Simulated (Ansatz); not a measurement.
**TaTi3 under changes of volume**

One of the cells (17.554 Å³/atom); the others are scaled copies at fixed shape and fractional positions:

```xyz
4
Lattice="-1.9979 1.9979 4.3980 1.9979 -1.9979 4.3980 1.9979 1.9979 -4.3980" Properties=species:S:1:pos:R:3 pbc="T T T"
Ta    0.0000    0.0000    0.0000
Ti    0.0000    0.0000    4.3980
Ti    1.9979    0.0000    2.1990
Ti    0.0000    1.9979    2.1990
```

The cell comes from a database or a generator and needn't be the stable form of this composition.

| Item | Value |
| --- | --- |
| Program | Ansatz 0.2.0 |
| Functional | PBEsol |
| Potentials or basis | all-electron LAPW, scalar-relativistic |
| Cutoff | 246 eV (chosen from the basis error) |
| Basis error allowed | 0.001 eV/atom |
| k mesh | 9 × 9 × 9 |
| Occupations | fermi-dirac, width 0.05 eV |
| Spin | no spin polarisation |

```csv
volume (Å³/atom),energy over the lowest point (meV/atom),pressure (GPa)
16.501,4.10,3.5
16.852,0.00,0.5
17.203,2.17,-2.3
17.554,10.04,-4.7
17.905,23.09,-7.0
18.256,40.88,-9.1
18.608,?,?
```

Task: What does the run at 18.608 Å³/atom give?

Result: Energy over the lowest point 62.97 meV/atom; pressure -10.9 GPa.

Worked out: A Birch-Murnaghan fit of order 3 (a polynomial in V^(-2/3)) to the other rows has its minimum at 16.90 Å³/atom with B0 = V·E''(V) = 136 GPa and B' = 3.5 at fixed shape and positions, which overstates the stiffness. It gives 63.04 meV/atom at 18.608 Å³/atom, against the run's 62.97, and -dE/dV = -11.0 GPa, against -10.9.

Energies are extrapolated to zero smearing.
